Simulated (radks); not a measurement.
# Ti in [Ar] 3d1.75 4s2 4d0.25: an all-electron calculation

An exercise on one series of results from a longer session: the logs are not shown, and one member is left open.

Method: scalar-relativistic Kohn-Sham, exchange-only PBE, spin-unpolarised, spherical densities, point nucleus. Code: radks (a radial shooting solver on a logarithmic mesh, Libxc functionals) version 1.

**Starting point**

* element: titanium (Z = 22)
* charge: 0
* electrons: 22
* configuration: [Ar] 3d1.75 4s2 4d0.25

The first run:

Input:

```text
Z 22
configuration [Ar] 3d1.75 4s2 4d0.25 4p0 5s0 4f0 5d0
relativity scalar-relativistic
functional pbe,
spin unpolarised
nucleus point
c 137.035999084
```

Launch:

```console
python run_ks.py task.json out
```

All runs below come from this command, one after another.

One of the session's tables, all rows but one given; the rest of the session is left out.

It belongs to the step «Orbitals and density». Radial moments (bohr):

```
level      <r>  outermost maximum (interpolated)  90 % within  nodes
   1s  0.06959                            0.0455        0.124      0
   2s   0.3250                             0.269        0.505      1
   2p   0.2899                             0.219        0.477      0
   3s    1.005                             0.868         1.51      2
   3p        ?                                 ?            ?      ?
   3d    1.555                             0.971         2.75      0
   4s    3.434                              2.83         5.20      3
   4p    4.893                              3.73         7.73      2
   5s    11.25                              9.60         16.8      4
   4d    22.01                              17.2         35.8      1
```

Estimate the missing values for 3p.

As computed: <r>: 1.083; outermost maximum (interpolated): 0.900; 90 % within: 1.67; nodes: 1. In the column «<r>» it lies between 3s (1.005) and 3d (1.555).
